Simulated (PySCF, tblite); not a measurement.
# C6H6FP: geometry, infrared bands and NMR shifts

Wanted: the infrared bands and NMR shifts of C6H6FP (`Cc1pcccc1F`), by calculation.

Programs: tblite 0.8.0 and PySCF 2.14.0, with density-fitted response routines of our own. Each step states its level of theory. These are calculated values for one molecule in the gas phase, unless marked as measured. Atoms are numbered from 0 throughout.

## 1. The molecule as given

14 atoms, charge 0, multiplicity 1; geometry from: force field or distance geometry start.

Bonds of the start (Å): C0–C1 1.49, C1–P2 1.87, P2–C3 1.83, C3–C4 1.38, C4–C5 1.41, C5–C6 1.40, C6–F7 1.34, C6–C1 1.40, C0–H8 1.10, C0–H9 1.10, C0–H10 1.10, C3–H11 1.09, C4–H12 1.09, C5–H13 1.09.

## 2. Geometry optimisation with GFN2-xTB

What the job is given:

```
{"job": {"kind": "relax", "xc": "GFN2-xTB", "basis": "xTB"}, "charge": 0, "multiplicity": 1}
C     -2.292700    -0.584900     0.046300
C     -0.820300    -0.375300     0.001300
P      0.293600    -1.876100    -0.055200
C      1.926400    -1.046700    -0.091500
C      2.106300     0.323400    -0.044600
C      1.061400     1.262900    -0.001200
C     -0.292500     0.923400     0.026700
F     -1.159400     1.947700     0.085700
H     -2.712200    -0.149000     0.962700
H     -2.580400    -1.642600     0.031700
H     -2.769700    -0.101200    -0.820300
H      2.791200    -1.710600    -0.122500
H      3.125500     0.705700    -0.060600
H      1.322200     2.322700     0.019400
```

Run with:

```console
$ OMP_NUM_THREADS=1 python probes_run.py task.json out
```

This one command runs all jobs of the session in turn.

**Question.** This job is followed by: GFN2-xTB harmonic vibrations, gas phase; GIAO PBE0/pcSseg-1 NMR shielding, non-relativistic, gas phase. What will the session give for the following? strongest single infrared mode (GFN2-xTB); zero-point energy (GFN2-xTB); 13C shifts against TMS (PBE0/pcSseg-1); 1H shifts against TMS (PBE0/pcSseg-1, means over atoms taken as alike); 31P shifts against H3PO4 (PBE0/pcSseg-1); 19F shifts against CFCl3 (PBE0/pcSseg-1).

As calculated:

| quantity | value |
| --- | --- |
| strongest single infrared mode (GFN2-xTB) | 1073 cm⁻¹, 56 km/mol |
| zero-point energy (GFN2-xTB) | 63.3 kcal/mol |
| 13C shifts against TMS (PBE0/pcSseg-1) | 173.1, 164.0, 160.4, 140.2, 124.0, 21.6 ppm |
| 1H shifts against TMS (PBE0/pcSseg-1, means over atoms taken as alike) | 8.78, 8.10, 7.48, 2.86 ppm |
| 31P shifts against H3PO4 (PBE0/pcSseg-1) | 241.6 ppm |
| 19F shifts against CFCl3 (PBE0/pcSseg-1) | -98.0 ppm |

In words: The optimisation took 24 steps and gained 0.374 eV; among the close pairs (by a distance rule), C1–P2 changed most, from 1.870 to 1.745 Å. All 36 modes are real, so the xTB geometry is a minimum. The strongest single mode, at 1073 cm⁻¹, has its largest shares on C6, H9 and H13 (the list is cut at 3 atoms). Unscaled tight-binding wavenumbers are off by several per cent, some by more. Its intensities can rank the bands wrongly. At PBE0/pcSseg-1: The widest tensor belongs to P2: span 621 ppm, with a paramagnetic part of -892 ppm. NICS(1)zz of -26 ppm above the planar ring from C1 marks a diatropic (aromatic) ring current.
